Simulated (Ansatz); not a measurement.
Pd, space group Im-3m, cell relaxations under several functionals

Computed with Ansatz's Python interface.

Input file `POSCAR_pd`:
```text
Pd
1.0
  -1.57228100    1.57228100    1.57228100
   1.57228100   -1.57228100    1.57228100
   1.57228100    1.57228100   -1.57228100
Pd
1
Direct
   0.00000000    0.00000000    0.00000000
```

Typed at the interpreter:
```pycon
>>> import warnings
>>> import ansatz as az
>>> from ase.io import read
>>> import numpy as np
>>> params = {
...     'smearing': 'gaussian',
...     'smearing_width': 0.01,
...     'tolerance': 1e-09,
... }
>>> def edges_and_angles(cell):
...     cell = np.asarray(cell)
...     a, b, c = np.linalg.norm(cell, axis=1)
...     cosines = cell[1] @ cell[2] / (b * c), cell[0] @ cell[2] / (a * c), cell[0] @ cell[1] / (a * b)
...     return (a, b, c, *np.degrees(np.arccos(cosines)))
...
>>> warnings.simplefilter('ignore', az.DeckWarning)
>>> atoms = read('POSCAR_pd', format='vasp')
>>> cell = az.Crystal.from_ase(atoms)
>>> [site.symbol for site in cell.resolved().sites]
['Pd']
>>> job = cell.calculation()
>>> job = job.kpoints(13, center='gamma').occupations(params['smearing'], width=params['smearing_width'])
>>> job = job.scf(tolerance=params['tolerance'], lower_state_search='off').relax(cell=True)
>>> levels = [('pbesol', 'none'), ('blyp', 'd3bj'), ('lda', 'none')]
>>> print('level            a       b       c    alpha   beta  gamma  V/atom  steps')
level            a       b       c    alpha   beta  gamma  V/atom  steps
>>> for name, dispersion in levels:
...     seen = []
...     run = job.functional(name, dispersion=dispersion).session().plan()
...     res = run.execute(on_event=lambda e: seen.append(e) if e['event'] == 'relax_step' else None)
...     cell = res.lattice.cell_ang
...     label = name if dispersion == 'none' else f'{name}+{dispersion}'
...     print('{:13s} {:7.4f} {:7.4f} {:7.4f} {:6.2f} {:6.2f} {:6.2f}'.format(label, *edges_and_angles(cell)), f'{abs(np.linalg.det(cell)) / len(res.lattice.sites):7.3f} {len(seen):5d}')
...
pbesol         2.6707  2.6707  2.6707 109.47 109.47 109.47  14.664     5
blyp+d3bj      2.6857  2.6857  2.6857 109.47 109.47 109.47  14.913     5
lda            2.6456  2.6456  2.6456 109.47 109.47 109.47  14.255     6
```

From smallest to largest: LDA (14.25 Å³ an atom, -8.3 % against the start), PBEsol (14.66 Å³ an atom, -5.7 % against the start) and BLYP+D3BJ (14.91 Å³ an atom, -4.1 % against the start). The spread is 4.6 % in volume.

Reading the output:
- These settings explore the input space; cutoff and mesh may be short of convergence.
- BLYP and dispersion corrections can be off by several per cent in the lattices of metals, and by several GPa in the pressure at a fixed cell.
- The mesh is modest for a metal, so energies can be off by several to tens of meV an atom and pressures by half a GPa or more; differences at equal mesh fare better.
- The program warned that this SCF threshold is loose for forces or stresses.
- Edges and angles are those of the cell as typed, here a primitive one, not of the conventional cell.
- This isn't the structure that Pd takes at ambient conditions.
- The script silences the warnings on its input, which a real study should read.
- Finished in 13 s on 1 thread of Arm Neoverse V2 (shared host), peak memory 0.41 GiB.

(Lines on the test bed's own set-up are left out of the output.)
